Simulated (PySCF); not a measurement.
**C3H3BBrF: electronic excitations and core binding energies**

Aim: predict the electronic excitations and core binding energies of C3H3BBrF (`CC#CB(F)Br`).

Computed with PySCF 2.14.0, with density-fitted response routines of our own, on a single molecule in the gas phase. Atoms count from 0, in the outputs and in this text.

## (1) Starting geometry

9 atoms, charge 0, multiplicity 1; geometry from: GFN2-xTB.

Bonds of the start (Å): C0–C1 1.44, C1–C2 1.21, C2–B3 1.50, B3–F4 1.32, B3–Br5 1.89, C0–H6 1.09, C0–H7 1.09, C0–H8 1.09.

## (2) Ultraviolet spectrum: wB97X-D/def2-SVPD

What the job is given:

```
{"job": {"kind": "uv", "xc": "wB97X-D", "basis": "def2-SVPD", "nstates": 8, "ntriplets": 3}, "charge": 0, "multiplicity": 1}
C      1.893309     0.091471     0.147954
C      0.462116    -0.015247     0.067113
C     -0.741742    -0.108686     0.010009
B     -2.234837    -0.190492    -0.103433
F     -2.941633    -1.048665     0.606392
Br    -3.208019     0.926187    -1.273119
H      2.346749    -0.885805    -0.015502
H      2.261496     0.789550    -0.602862
H      2.176122     0.447682     1.138269
```

Method: TDDFT wB97X-D/def2-SVPD, vertical, gas phase, core orbitals frozen in the response.

Command:

```console
OMP_NUM_THREADS=1 python probes_run.py task.json out
```

The driver reads the jobs from task.json and runs them one after another.

The log of the run:

```text
coarse grid: 40768 points
cycle   1  E = -2814.4549138622  dE = -1.904e-01  |g| = 5.422e-01  |ddm| = 8.960e+00
cycle   2  E = -2814.4687840527  dE = -1.387e-02  |g| = 5.680e-01  |ddm| = 1.700e+00
cycle   3  E = -2814.5223445522  dE = -5.356e-02  |g| = 6.575e-02  |ddm| = 1.103e+00
cycle   4  E = -2814.5232041827  dE = -8.596e-04  |g| = 2.389e-02  |ddm| = 2.439e-01
cycle   5  E = -2814.5233596317  dE = -1.554e-04  |g| = 7.709e-03  |ddm| = 7.806e-02
cycle   6  E = -2814.5233717711  dE = -1.214e-05  |g| = 3.482e-03  |ddm| = 1.707e-02
cycle   7  E = -2814.5233748553  dE = -3.084e-06  |g| = 8.292e-04  |ddm| = 9.636e-03
final grid: 85632 points
cycle   8  E = -2814.5232947805  dE = -7.879e-07  |g| = 1.114e-03  |ddm| = 1.819e-02
cycle   9  E = -2814.5232945201  dE =  2.603e-07  |g| = 1.565e-03  |ddm| = 4.365e-03
cycle  10  E = -2814.5232951079  dE = -5.878e-07  |g| = 1.244e-04  |ddm| = 2.315e-03
cycle  11  E = -2814.5232951132  dE = -5.282e-09  |g| = 5.589e-05  |ddm| = 3.422e-04
cycle  12  E = -2814.5232951150  dE = -1.757e-09  |g| = 2.552e-05  |ddm| = 1.517e-04
cycle  13  E = -2814.5232951153  dE = -3.120e-10  |g| = 6.765e-06  |ddm| = 5.805e-05
converged SCF energy = -2814.5232951153

Static polarisability (au): isotropic 72.079, principal 50.514 60.359 105.365

Singlet excitations
state   eV       nm        f      main configurations
  1   4.7670    260.1   0.00002   H->L 0.91
  2   5.6564    219.2   0.13910   H-1->L 0.77, H->L+2 0.13
  3   5.9681    207.7   0.00003   H-2->L 0.89
  4   6.7421    183.9   0.00041   H-1->L+2 0.67, H-1->L+3 0.09
  5   6.8345    181.4   0.08808   H-3->L 0.83
  6   7.4523    166.4   0.00126   H-4->L 0.96
  7   7.5929    163.3   0.00635   H->L+1 0.80
  8   7.8795    157.4   0.00106   H-1->L+1 0.81

Triplet excitations (Tamm-Dancoff, eV): 4.4036 4.5112 5.5692
```

It took 45 s on 1 thread of Arm Neoverse N1, shared host; peak memory 0.7 GiB.

The orbitals next to the gap, with their largest atomic shares:

```tsv
orbital	eV	atoms
HOMO−3	-11.16	Br5 58 %, B3 13 %, C2 12 %
HOMO−2	-10.76	Br5 59 %, C2 13 %, C1 11 %
HOMO−1	-10.18	C2 31 %, C1 27 %, Br5 25 %
HOMO	-9.90	Br5 30 %, C2 29 %, C1 28 %
LUMO	0.08	B3 31 %, C1 19 %, C2 18 %
LUMO+1	1.74	B3 44 %, Br5 16 %, C1 12 %
LUMO+2	1.94	Br5 37 %, C1 19 %, C2 18 %
```

With each of the 8 states as a Gaussian band of 0.4 eV half-width at 1/e, the curve within the window shown has maxima at 220 nm (ε 5,600), 182 nm (ε 3,600) L/(mol cm). Beyond the last state computed it falls off for lack of states. The curve at chosen wavelengths:

```csv
nm,ε (L/mol/cm)
152,56
158,225
164,439
169,895
175,2370
181,3576
187,2880
193,1469
198,1024
204,1851
210,3717
216,5328
222,5504
227,4554
233,2904
239,1504
245,654
251,245
256,99
262,30
268,9
274,3
280,1
285,0
291,0
297,0
```

Leading natural transition orbitals of singlet state 2: the hole lies on C2 41 %; C1 32 %; Br5 16 %; the particle on B3 39 %; C1 26 %; C2 13 %.

Leading natural transition orbitals of singlet state 1: the hole lies on C1, C2 about 39 % each; Br5 11 %; the particle on B3 36 %; C1 29 %; C2 14 %.

Ground-state properties from the same run:

```tsv
property	computed
dipole moment (D)	3.35
polarisability (Å³)	10.68
HOMO–LUMO gap (eV)	9.97
−ε(HOMO) (eV)	9.90
```

Orbitals, density, ELF and potential are computed afterwards from the orbital file.

Frontier orbitals at wB97X-D/def2-SVPD, with the share of their density that lies nearest to each atom:

```tsv
orbital	energy (eV)	lies on
HOMO	-9.90	Br5 32 %; C1, C2 about 29 % each
LUMO	0.08	B3 42 %; C1 23 %; C2 11 %
```

ELF in a plane through or near 7 of the atoms.

Ten even steps from ' ' (0.00) to '@' (1.00):
```
                                                        
                                                        
                                                        
                                      ..::..            
                                    ::++**==::          
                          ::::..    --##%%##==..        
                ..      --==++==..  --%%==%%##--        
              ::==--..::**####**++::--%%==%%##--        
            ..==****==##**%%%%++##%%::==##**--          
            ..==++..==@@--::##++--@@++@@::::            
            ..======--@@::::%%..++@@::::##**++++++--    
            ::##@@@@******##%%****==--%%##==**%%##++..  
            **@@@@@@##..==****++::  --**::**::%%%%**::  
            ##@@@@@@##  ..----::    ++**--**==##%%++::  
            --@@@@@@--            ..##%%==::--##**==..  
              --##**..            ::##%%%%######++::    
                                  ::++##%%##**==::      
                                    ::==++==::..        
                                        ....            
                                                        
```
The map spans 11.8 Å across and 8.0 Å up, centred on the molecule. Atoms in the plane (x, y in Å): C0 (-1.9, 0.0), C1 (-0.5, 0.0), C2 (0.7, 0.1), B3 (2.2, 0.2), F4 (2.9, 1.3), Br5 (3.3, -1.4), H7 (-2.2, -1.1).

On the surface of density 0.002 e/bohr³ the electrostatic potential runs, from the 1st to the 99th percentile, from -0.76 V near F4 to 1.30 V near B3.

## (3) X-ray photoelectron lines: SCAN, X2C

The job, as its differences from that of step 2:

```diff
@@ -1,2 +1,2 @@
-{"job": {"kind": "uv", "xc": "wB97X-D", "basis": "def2-SVPD", "nstates": 8, "ntriplets": 3}, "charge": 0, "multiplicity": 1}
+{"job": {"kind": "xps"}, "charge": 0, "multiplicity": 1}
 C      1.893309     0.091471     0.147954
```

With the program's defaults for keys left out, this is: delta-SCF UKS SCAN, pcX-2 on the ionised atom, pcseg-1 elsewhere, spin-free X2C.

The log of the run:

```text
ground state, core basis on atom 0 (C), 143 functions
  cycle   1  E = -2839.44591105  |g| = 5.63e-01
  cycle   2  E = -2839.37637022  |g| = 8.44e-01
  cycle   3  E = -2839.50990470  |g| = 1.71e-01
  cycle   4  E = -2839.51568221  |g| = 5.44e-02
  cycle   5  E = -2839.51607326  |g| = 4.31e-02
  cycle   6  E = -2839.51654337  |g| = 5.85e-03
  cycle   7  E = -2839.51654991  |g| = 1.58e-03
  cycle   8  E = -2839.51655105  |g| = 7.05e-04
  cycle   9  E = -2839.51655016  |g| = 1.04e-04
  E(ground) = -2839.66159865 Eh
hole in C 1s of atom 0
  cycle   1  E = -2828.23099963  |g| = 1.50e+00
  cycle   2  E = -2826.05271852  |g| = 2.33e+00
  cycle   3  E = -2828.26085564  |g| = 8.73e-01
  cycle   4  E = -2828.56395383  |g| = 6.47e-01
  cycle   5  E = -2828.75622780  |g| = 1.97e-01
  cycle   6  E = -2828.77776342  |g| = 1.03e-01
  cycle   7  E = -2828.78427834  |g| = 2.06e-02
  cycle   8  E = -2828.78440863  |g| = 1.42e-02
  cycle   9  E = -2828.78448663  |g| = 4.83e-03
  cycle  10  E = -2828.78450473  |g| = 2.34e-03
  cycle  11  E = -2828.78451883  |g| = 1.56e-03
  cycle  12  E = -2828.78452677  |g| = 1.11e-03
  cycle  13  E = -2828.78453400  |g| = 6.14e-04
  cycle  14  E = -2828.78453676  |g| = 2.57e-04
  E(ion) = -2828.92879045 Eh   <S^2> = 0.7698   hole on atom = 1.000   binding energy = 292.055 eV
ground state, core basis on atom 1 (C), 143 functions
  cycle   1  E = -2839.52142956  |g| = 6.04e-02
  cycle   2  E = -2839.52109022  |g| = 4.39e-02
  cycle   3  E = -2839.52073732  |g| = 5.64e-02
  cycle   4  E = -2839.52152960  |g| = 1.26e-02
  cycle   5  E = -2839.52157307  |g| = 7.07e-04
  cycle   6  E = -2839.52157494  |g| = 3.25e-04
  E(ground) = -2839.66769228 Eh
hole in C 1s of atom 1
  cycle   1  E = -2828.24540965  |g| = 1.51e+00
  cycle   2  E = -2823.69923719  |g| = 2.75e+00
  cycle   3  E = -2828.40796748  |g| = 7.77e-01
  cycle   4  E = -2828.55850650  |g| = 7.29e-01
  cycle   5  E = -2828.77427887  |g| = 3.22e-01
  cycle   6  E = -2828.82455078  |g| = 7.05e-02
  cycle   7  E = -2828.82635159  |g| = 4.33e-02
  cycle   8  E = -2828.82732656  |g| = 1.45e-02
  cycle   9  E = -2828.82756138  |g| = 9.29e-03
  cycle  10  E = -2828.82773322  |g| = 6.17e-03
  cycle  11  E = -2828.82783781  |g| = 3.69e-03
  cycle  12  E = -2828.82786242  |g| = 1.67e-03
  cycle  13  E = -2828.82786613  |g| = 8.06e-04
  cycle  14  E = -2828.82786692  |g| = 4.11e-04
  E(ion) = -2828.97242756 Eh   <S^2> = 0.8644   hole on atom = 1.000   binding energy = 291.033 eV
ground state, core basis on atom 2 (C), 143 functions
  cycle   1  E = -2839.52135473  |g| = 6.43e-02
  cycle   2  E = -2839.51963292  |g| = 8.69e-02
  cycle   3  E = -2839.52088690  |g| = 5.17e-02
  cycle   4  E = -2839.52159508  |g| = 8.60e-03
  cycle   5  E = -2839.52161981  |g| = 7.57e-04
  cycle   6  E = -2839.52161657  |g| = 2.66e-04
  E(ground) = -2839.66766780 Eh
hole in C 1s of atom 2
  cycle   1  E = -2828.28340510  |g| = 1.51e+00
  cycle   2  E = -2826.97267958  |g| = 2.08e+00
  cycle   3  E = -2828.66775171  |g| = 5.95e-01
  cycle   4  E = -2828.79048831  |g| = 3.55e-01
  cycle   5  E = -2828.85103420  |g| = 1.18e-01
  cycle   6  E = -2828.85779939  |g| = 5.38e-02
  cycle   7  E = -2828.85928084  |g| = 1.44e-02
  cycle   8  E = -2828.85951897  |g| = 8.39e-03
  cycle   9  E = -2828.85964022  |g| = 5.19e-03
  cycle  10  E = -2828.85971164  |g| = 3.66e-03
  cycle  11  E = -2828.85972295  |g| = 2.19e-03
  cycle  12  E = -2828.85972460  |g| = 6.49e-04
  cycle  13  E = -2828.85972576  |g| = 2.64e-04
  E(ion) = -2829.00372524 Eh   <S^2> = 0.8205   hole on atom = 1.000   binding energy = 290.181 eV
ground state, core basis on atom 3 (B), 143 functions
  cycle   1  E = -2839.51435700  |g| = 6.15e-02
  cycle   2  E = -2839.51169896  |g| = 1.09e-01
  cycle   3  E = -2839.51450585  |g| = 3.73e-02
  cycle   4  E = -2839.51481666  |g| = 1.68e-02
  cycle   5  E = -2839.51488196  |g| = 2.52e-03
  cycle   6  E = -2839.51488271  |g| = 6.24e-04
  cycle   7  E = -2839.51488118  |g| = 1.06e-04
  E(ground) = -2839.66201600 Eh
hole in B 1s of atom 3
  cycle   1  E = -2831.80273510  |g| = 1.18e+00
  cycle   2  E = -2829.87242104  |g| = 2.15e+00
  cycle   3  E = -2831.99637891  |g| = 5.91e-01
  cycle   4  E = -2832.04094347  |g| = 5.47e-01
  cycle   5  E = -2832.21103444  |g| = 1.12e-01
  cycle   6  E = -2832.21561782  |g| = 6.61e-02
  cycle   7  E = -2832.21887293  |g| = 2.63e-02
  cycle   8  E = -2832.21930699  |g| = 7.32e-03
  cycle   9  E = -2832.21936119  |g| = 6.62e-03
  cycle  10  E = -2832.21939432  |g| = 3.69e-03
  cycle  11  E = -2832.21941391  |g| = 1.83e-03
  cycle  12  E = -2832.21942122  |g| = 7.38e-04
  cycle  13  E = -2832.21941944  |g| = 4.05e-04
  E(ion) = -2832.36587313 Eh   <S^2> = 0.8292   hole on atom = 1.000   binding energy = 198.538 eV
ground state, core basis on atom 4 (F), 143 functions
  cycle   1  E = -2839.56112499  |g| = 1.25e-01
  cycle   2  E = -2839.56006143  |g| = 1.02e-01
  cycle   3  E = -2839.56076131  |g| = 7.13e-02
  cycle   4  E = -2839.56141646  |g| = 1.77e-02
  cycle   5  E = -2839.56150545  |g| = 1.17e-03
  cycle   6  E = -2839.56150554  |g| = 4.26e-04
  E(ground) = -2839.70878764 Eh
hole in F 1s of atom 4
  cycle   1  E = -2813.18831521  |g| = 2.58e+00
  cycle   2  E = -2812.76113249  |g| = 2.26e+00
  cycle   3  E = -2813.67898840  |g| = 8.22e-01
  cycle   4  E = -2813.76581543  |g| = 7.21e-01
  cycle   5  E = -2814.07488927  |g| = 1.29e-01
  cycle   6  E = -2814.08129145  |g| = 7.93e-02
  cycle   7  E = -2814.08539474  |g| = 1.16e-02
  cycle   8  E = -2814.08546531  |g| = 6.13e-03
  cycle   9  E = -2814.08548798  |g| = 1.75e-03
  cycle  10  E = -2814.08549332  |g| = 3.98e-04
  E(ion) = -2814.23903998 Eh   <S^2> = 0.7564   hole on atom = 1.000   binding energy = 693.067 eV
```

Run time: 71 s. Hardware: 1 thread of Arm Neoverse N1, shared host; peak memory 0.64 GiB.

The holes in one table. −ε is the ground-state orbital energy:

```tsv
hole	stands for	environment	ΔSCF (eV)	−ε (eV)	⟨S²⟩
C1s on C0	C0	propargylic methyl carbon	292.05	274.7	0.770
C1s on C1	C1	alkyne carbon	291.03 (doubtful)	274.5	0.864
C1s on C2	C2	alkyne carbon	290.18	273.4	0.820
B1s on B3	B3	boron bonded to C, Br, F	198.54	182.9	0.829
F1s on F4	F4	fluorine bonded to B	693.07	667.2	0.756
```

Doubtful: the ion did not converge, its hole moved, or its ⟨S²⟩ is well above 0.75.

## (4) Outcome

| quantity | value |
| --- | --- |
| lowest singlet (wB97X-D/def2-SVPD) | 4.77 eV (260 nm), f = 0.000 |
| brightest single state of those computed | state 2, 5.66 eV, f = 0.139 |
| lowest triplet | 4.40 eV |
| surface potential, 1st and 99th percentile | -0.76 V and 1.30 V |
| C1s binding energies, SCAN/pcX-2 (standing for 2 of 3 atoms) | C0 292.05, C2 290.18 eV |
| B1s binding energies, SCAN/pcX-2 | B3 198.54 eV |
| F1s binding energies, SCAN/pcX-2 | F4 693.07 eV |

In words: The first singlet state (HOMO→LUMO 0.91) lies at 4.77 eV and is dark; of the 8 states computed, the strongest absorption comes from state 2 at 5.66 eV. The lowest triplet lies 0.36 eV below the lowest singlet (triplets in Tamm-Dancoff, singlets in full TDDFT). C0 (propargylic methyl carbon) binds its C1s electron 1.87 eV more tightly than C2 (alkyne carbon). Only 2 of the 3 C atoms are covered by sound results.
